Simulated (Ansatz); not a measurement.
SrHfN2, space group R-3m, a phonon calculation by linear response

Program: the Python package of Ansatz (0.2.0).

Input file `srhfn2.xyz`:
```text
4
Lattice="1.67836311 0.96900339 5.922028 -1.67836311 0.96900339 5.922028 0.0 -1.93800678 5.922028" Properties=species:S:1:pos:R:3 pbc="T T T"
Sr    0.00000000    0.00000000    0.00000000
Hf    0.00000000    0.00000000    8.88304200
N    -0.00000000    0.00000000    4.13295965
N     0.00000000    0.00000000   13.63312435
```

The script, `run_dfpt.py`:
```python
# -*- coding: utf-8 -*-
"""DFPT phonons of SrHfN2."""

from pathlib import Path

import ansatz as az
import numpy as np


def main():
    cell = az.Crystal.from_extxyz("srhfn2.xyz")

    model = (
        cell.calculation()
        .basis(450)
        .occupations("Fixed")
        .functional("LDA")
        .kpoints(6, 6, 6)
        .phonons("dfpt", dielectric=True, lo_to_directions=[(1, 0, 0)])
    )
    outcome = model.run(threads=1, pin="off", runs_dir="runs")
    ph = outcome.phonons

    print("Gamma modes (1/cm):", " ".join(f"{w:.1f}" for w in ph.gamma_omega_inv_cm))
    print("in meV:", " ".join(f"{w * 0.1239842:.2f}" for w in ph.gamma_omega_inv_cm))
    field = outcome.phonons_dielectric
    print("eps_inf diagonal:", np.round(np.diag(field.eps_inf), 3))
    for site, z in zip(outcome.lattice.sites, field.zstar_e):
        print(f"Born charge {site.symbol:2s}", np.round(np.diag(z), 3) + 0.0)
    rows = (Path(outcome.output_folder) / "results" / "optical_modes.tsv").read_text().splitlines()
    for line in rows:
        if not line.startswith("#"):
            print("  ".join(f"{float(v):.3f}" for v in line.split()[:8]))


if __name__ == "__main__":
    main()
```

Running `python run_dfpt.py` prints:
```text
DeckWarning: phonons.dielectric: true without phonons.rigid_motions: the static dielectric tensor ε⁰ will be withheld (ε∞, Z* and the rows of modes are given); for a crystal or a slab, whose only [...]
RunWarning: iter 1: σ=0 fill of 23 bands saw a band overlap (occupied 14.1993 eV > unoccupied 14.1671 eV) — on an unconverged iterate often a transient of an unconverged empty band; one that stands [...]
RunWarning: field response: ε∞ stands inside a basis, on 14×14×14 points; the force constants stand on the 6×6×6 k-mesh, whose period is 9.84 times the interband length at k = (0.0000, -0.5000, [...]
Gamma modes (1/cm): -54.5 -54.5 0.0 0.0 0.0 125.0 125.0 138.7 299.5 408.0 408.0 575.8
in meV: -6.75 -6.75 0.00 0.00 0.00 15.50 15.50 17.20 37.13 50.59 50.59 71.39
eps_inf diagonal: [11.31  11.31  10.665]
Born charge Sr [2.593 2.593 4.354]
Born charge Hf [6.56  6.56  3.546]
Born charge N  [-4.576 -4.576 -3.95 ]
Born charge N  [-4.576 -4.576 -3.95 ]
0.000  0.000  0.000  -54.471  2.000  105.350  2.283  0.000
0.000  0.000  0.000  124.990  2.000  47.304  1.025  0.000
0.000  0.000  0.000  138.737  1.000  38.051  0.000  -0.000
0.000  0.000  0.000  299.503  1.000  19.967  0.000  -0.000
0.000  0.000  0.000  408.015  2.000  0.000  0.000  0.000
0.000  0.000  0.000  575.760  1.000  0.000  0.000  0.000
0.855  0.493  0.161  -54.471  1.000  52.675  0.571  -0.989
0.855  0.493  0.161  97.134  1.000  0.655  0.006  0.003
0.855  0.493  0.161  124.990  1.000  23.652  0.256  -0.444
0.855  0.493  0.161  138.319  1.000  38.193  0.035  0.020
0.855  0.493  0.161  298.005  1.000  19.882  0.039  0.022
0.855  0.493  0.161  408.015  2.000  0.000  0.000  0.000
0.855  0.493  0.161  502.125  1.000  75.616  2.402  1.387
0.855  0.493  0.161  575.760  1.000  0.000  0.000  -0.000
```
(Warnings from the package without file and line, shortened.)

Notes:
- Absolute energies stand on the zero of these potentials, so only differences at equal settings mean something. A total without «per atom» is that of the cell as typed.
- Spin is left out of this run.
- The cell isn't relaxed first, so the values belong to this volume.
- A negative frequency stands for an imaginary mode.
- Spin-orbit coupling, which matters for elements this heavy, is left out.
- The mesh doesn't settle the field response to the digits printed.
- This cell is a computed structure, which may not be the phase found in nature.
- The structure is taken as given; imaginary modes can come from an unrelaxed or unstable start.
- Hardware and time: 7.5 min on 1 thread of Arm Neoverse V1, on a shared host, peak memory 1.6 GiB.

(A comment or docstring line of the script was reworded after the run, the code is as it ran; lines on the test bed's own set-up are left out of the output.)
